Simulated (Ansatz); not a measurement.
I need a relaxation driven by ASE of Mg, space group Im-3m. Use the Python package of Ansatz (0.2.0). Level of theory (first run): LDA, PAW, cutoff 558 eV, 8×8×8 k-points, Methfessel-Paxton smearing of 0.1 eV.

```yaml
crystal:
  lattice:
    - [-1.47650, 1.47650, 1.47650]
    - [1.47650, -1.47650, 1.47650]
    - [1.47650, 1.47650, -1.47650]
  atoms:
    - { symbol: Mg, position: [0.00000, 0.00000, 0.00000] }
```

The script, `mg.py`:
```python
'''Relax Mg with an ASE optimiser on Ansatz forces.'''

import warnings

import ansatz as az
from ase import Atoms
from ase.calculators.calculator import Calculator, all_changes
from ase.filters import FrechetCellFilter
from ase.optimize import BFGSLineSearch
from ase.units import GPa
import numpy as np


class Ansatz(Calculator):
    implemented_properties = ['energy', 'free_energy', 'forces', 'stress']

    def calculate(self, atoms=None, properties=('energy',), system_changes=all_changes):
        super().calculate(atoms, properties, system_changes)
        bare = self.atoms.copy()
        bare.set_constraint()
        bare.set_momenta(None)
        job = (
            az.Crystal.from_ase(bare).calculation()
            .functional('lda')
            .basis(41 * az.Ry)
            .kpoints(8, 8, 8)
            .occupations('methfessel_paxton', width=0.1)
            .forces()
            .stress()
        )
        report = job.run(threads=1, pin='off').report
        self.results['energy'] = self.results['free_energy'] = report['lagrangian_ev']
        self.results['forces'] = np.array(report['forces_ev_ang'])
        s = -np.array(report['stress_gpa']) * GPa  # ASE counts tension as positive
        self.results['stress'] = s[[0, 1, 2, 1, 0, 0], [0, 1, 2, 2, 2, 1]]

warnings.simplefilter('ignore')
atoms = Atoms(
    ['Mg'],
    cell=[[-1.4765, 1.4765, 1.4765], [1.4765, -1.4765, 1.4765], [1.4765, 1.4765, -1.4765]],
    scaled_positions=[
        [0.0, 0.0, 0.0],
    ],
    pbc=True,
)
atoms.calc = Ansatz()
before = atoms.get_potential_energy(), atoms.get_volume()
target = FrechetCellFilter(atoms)
optimiser = BFGSLineSearch(target, logfile=None)


def tell():
    fmax = np.linalg.norm(target.get_forces(), axis=1).max()
    print(f'step {optimiser.nsteps:2d}  E = {atoms.get_potential_energy():.5f} eV  fmax = {fmax:.4f}  V = {atoms.get_volume():.3f} A^3')


optimiser.attach(tell)
met = optimiser.run(fmax=0.02, steps=12)
print('threshold met:', bool(met), ' energy gained:', round(before[0] - atoms.get_potential_energy(), 5), 'eV')
print('cell lengths and angles:', np.round(atoms.cell.cellpar(), 3))
print(np.round(atoms.get_scaled_positions(), 4))
```

`python mg.py` gives:
```text
step  0  E = -1900.59420 eV  fmax = 4.4440  V = 12.875 A^3
step  1  E = -1901.54736 eV  fmax = 0.4237  V = 23.460 A^3
step  2  E = -1901.56310 eV  fmax = 0.1760  V = 22.267 A^3
step  3  E = -1901.56618 eV  fmax = 0.0112  V = 21.456 A^3
threshold met: True  energy gained: 0.97198 eV
cell lengths and angles: [  3.032   3.032   3.032 109.471 109.471 109.471]
[[0. 0. 0.]]
```

Notes:
- Absolute energies stand on the zero of these potentials, so only differences at equal settings mean something. A total without «per atom» is that of the cell as typed.
- The calculator gives ASE the free energy under both names; ASE's own meaning of energy is the limit of zero smearing.
- For a metal this k-point mesh is coarse: on a finer one energies can move by several to tens of meV an atom and pressures by half a GPa or more, differences at one mesh by less.
- At these settings the cell as given stands under about 55 GPa, so it isn't at this functional's equilibrium volume and may be a high-pressure phase.
- This isn't the structure that Mg takes at ambient conditions.
- Timing: 2.9 s on 1 thread of Arm Neoverse V1, with other jobs on the host, peak memory 0.38 GiB.
